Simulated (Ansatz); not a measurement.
# ZnS: the cost of one run

Method: reference: DFT, HSE06, plane waves, PAW, in Ansatz 0.2.0.

5 further runs of the same task are left out: 5 that didn't finish.

**1. The system as given**

The structure is cubic, space group F-43m (No. 216). The conventional cell has a = 5.388 Å, b = 5.388 Å, c = 5.388 Å, α = 90.00°, β = 90.00°, γ = 90.00°. Zn (site symmetry -43m) has 4 S at 2.33 Å as nearest neighbours. S (site symmetry -43m) is surrounded by 4 Zn at 2.33 Å.

Structure file:

```
Zn S
1.0
     0.00000    2.69409    2.69409
     2.69409    0.00000    2.69409
     2.69409    2.69409    0.00000
Zn S
1 1
Cartesian
  0.0000 0.0000 0.0000
  1.3470 1.3470 1.3470
```

**2. Baseline**

The input, input.yaml:

```yaml
crystal:
  lattice:
    - [0.0, 2.6940858343, 2.6940858343]
    - [2.6940858343, 0.0, 2.6940858343]
    - [2.6940858343, 2.6940858343, 0.0]
  atoms:
    - { symbol: Zn, position: [0.0, 0.0, 0.0] }
    - { symbol: S, position: [0.25, 0.25, 0.25] }
kpoints:
  mp_grid: { grid: [4, 4, 4] }
hamiltonian:
  xc: hse06
scf:
  occupations: { method: fixed }
  n_extra_bands: 4
output:
  forces: true
  stress: true
  eigenvalues: true
```

Run with:

```
ansatz run input.yaml --threads 4 --pin off --max-ram 3686MiB --backend cpu --events-out ev --progress --plain --runs-dir out
```

**Question.** How long does this run take on 4 threads of an Arm CPU, shared host, and how much memory does it need?

About 3.1 s, with a peak of 0.54 GiB.
